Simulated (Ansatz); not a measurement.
Set up this calculation in Ansatz 0.2.0, as the native input.

```yaml
Task: projected density of states
Functional: LDA
Potentials_or_basis: Ansatz PAW
Cutoff: "420 eV (not typed: the program's choice for these potentials)"
k_mesh: 5 × 5 × 1
Occupations: fermi-dirac, width 0.05 eV
Spin: no spin polarisation
Boundary_along_the_surface_normal: dipole_correction
Miller: "[1, 1, 0]"
Adsorbate: HCN
Bulk_formula: Ta
```

The system is Ta12HCN, a slab with vacuum.

```
CELL_PARAMETERS angstrom
5.72020 0.00000 0.00000
-1.90673 5.39306 0.00000
0.00000 0.00000 24.88613
ATOMIC_POSITIONS crystal
Ta 0.25000 0.25000 0.32146
Ta 0.25000 0.75000 0.32146
Ta 0.75000 0.25000 0.32146
Ta 0.75000 0.75000 0.32146
Ta 0.50000 0.50000 0.41530
Ta 0.50000 0.00000 0.41530
Ta 0.00000 0.50000 0.41530
Ta 0.00000 0.00000 0.41530
Ta 0.75000 0.75000 0.50914
Ta 0.75000 0.25000 0.50914
Ta 0.25000 0.75000 0.50914
Ta 0.25000 0.25000 0.50914
C 0.25000 0.25000 0.67297
N 0.25000 0.25000 0.62647
H 0.25000 0.25000 0.71550
```

The cell isn't the ideal one: HCN (donor) over a top site of the (1 1 0) slab of Ta, cut from the database cell, not relaxed.

These files were run (other wordings do the same):

input.yaml

```yaml
crystal:
  lattice:
    - [5.720201715, 0.0, 0.0]
    - [-1.906733905, 5.3930578966, 0.0]
    - [0.0, 0.0, 24.8861251426]
  atoms:
    - { symbol: Ta, position: [0.25, 0.25, 0.3214642679] }
    - { symbol: Ta, position: [0.25, 0.75, 0.3214642679] }
    - { symbol: Ta, position: [0.75, 0.25, 0.3214642679] }
    - { symbol: Ta, position: [0.75, 0.75, 0.3214642679] }
    - { symbol: Ta, position: [0.5, 0.5, 0.415302202] }
    - { symbol: Ta, position: [0.5, 0.0, 0.415302202] }
    - { symbol: Ta, position: [0.0, 0.5, 0.415302202] }
    - { symbol: Ta, position: [0.0, 0.0, 0.415302202] }
    - { symbol: Ta, position: [0.75, 0.75, 0.5091401361] }
    - { symbol: Ta, position: [0.75, 0.25, 0.5091401361] }
    - { symbol: Ta, position: [0.25, 0.75, 0.5091401361] }
    - { symbol: Ta, position: [0.25, 0.25, 0.5091401361] }
    - { symbol: C, position: [0.25, 0.25, 0.672970382] }
    - { symbol: "N", position: [0.25, 0.25, 0.6264745939] }
    - { symbol: H, position: [0.25, 0.25, 0.7155041229] }
hamiltonian:
  xc: lda
  pseudopotentials: { kind: paw }
kpoints:
  mp_grid: { grid: [5, 5, 1] }
scf:
  occupations: { method: fermi_dirac, width: 0.05 }
  n_extra_bands: 37
output:
  forces: true
  eigenvalues: true
  dos: { projected: true, de: 0.05, nscf_kmesh: { grid: [8, 8, 1] } }
efield:
  axis: 3
  dipole_correction: true
  ramp_width: 0.04
```

Potentials or basis: Ansatz PAW.

Run with:

```console
$ ansatz run input.yaml --threads 4 --pin off --max-ram 11264MiB --backend cpu --events-out ev --progress --plain --runs-dir out
```

It gave:

```
Largest force                        : 1.430 eV/Å
Band gap on the k mesh               : none (metal or under the smearing width)
Density of states at the Fermi level : 17.05 states/eV per cell
Work function of the upper face      : 1.74 eV
Work function of the lower face      : 5.07 eV
Dipole across the slab               : 0.568 e·Å
```

Caveat: the PAW data sets come from PBE, with cores solved anew for the run's functional, which leaves a small shift of forces and pressure; the density of states is complete only up to the lowest level of the last band computed.

Wall time 89 s on 4 threads of Arm Neoverse V2 (shared host), peak memory 2.8 GiB.
